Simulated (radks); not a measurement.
# Exchange and kinetic functionals tested on atomic densities: Te⁴⁺, Lu⁺, P⁴⁺, Ni²⁴⁺, O⁶⁺, Cd²⁺

One table from this session's results is given with a row withheld; the runs are named, their logs left out.

Method: non-relativistic Kohn-Sham, LDA (Slater exchange, Perdew-Wang correlation), spin-polarised, spherical densities, point nucleus; open shells are filled with parallel spins first. Code: radks (a radial shooting solver on a logarithmic mesh, Libxc functionals) version 1.

## Starting point

| Item | Value |
| --- | --- |
| species | Te⁴⁺ ([Kr] 4d10 5s2), Lu⁺ ([Xe] 4f14 6s2), P⁴⁺ ([Ne] 3s1), Ni²⁴⁺ ([He] 2s2), O⁶⁺ ([He]), Cd²⁺ ([Kr] 4d10) |

The first run:

Input:

```text
Z 52
configuration [Kr] 4d10 5s2
relativity non-relativistic
functional lda,pw
spin polarised
nucleus point
```

Steps of the session up to this table: Te⁴⁺, [Kr] 4d10 5s2.

One table of the session follows, with a row left open; its other results are not shown here.

It belongs to the step «Te⁴⁺, [Kr] 4d10 5s2». Sizes of the orbitals, from the radial functions (bohr):

```
level     <r>  outermost maximum (interpolated)  90 % within  nodes
   2p  0.1074                            0.0837        0.174      0
   3s  0.3363                             0.306        0.493      2
   3p  0.3267                             0.292        0.489      1
   3d       ?                                 ?            ?      ?
   4s  0.7940                             0.728         1.15      3
   4p  0.8323                             0.749         1.22      2
   4d  0.9541                             0.805         1.46      1
   5s   1.924                              1.76         2.74      4
```

Estimate the missing values for 3d.

**Answer.** <r>: 0.2972; outermost maximum (interpolated): 0.238; 90 % within: 0.467; nodes: 0. In the column «<r>» it lies between 2p (0.1074) and 3p (0.3267).
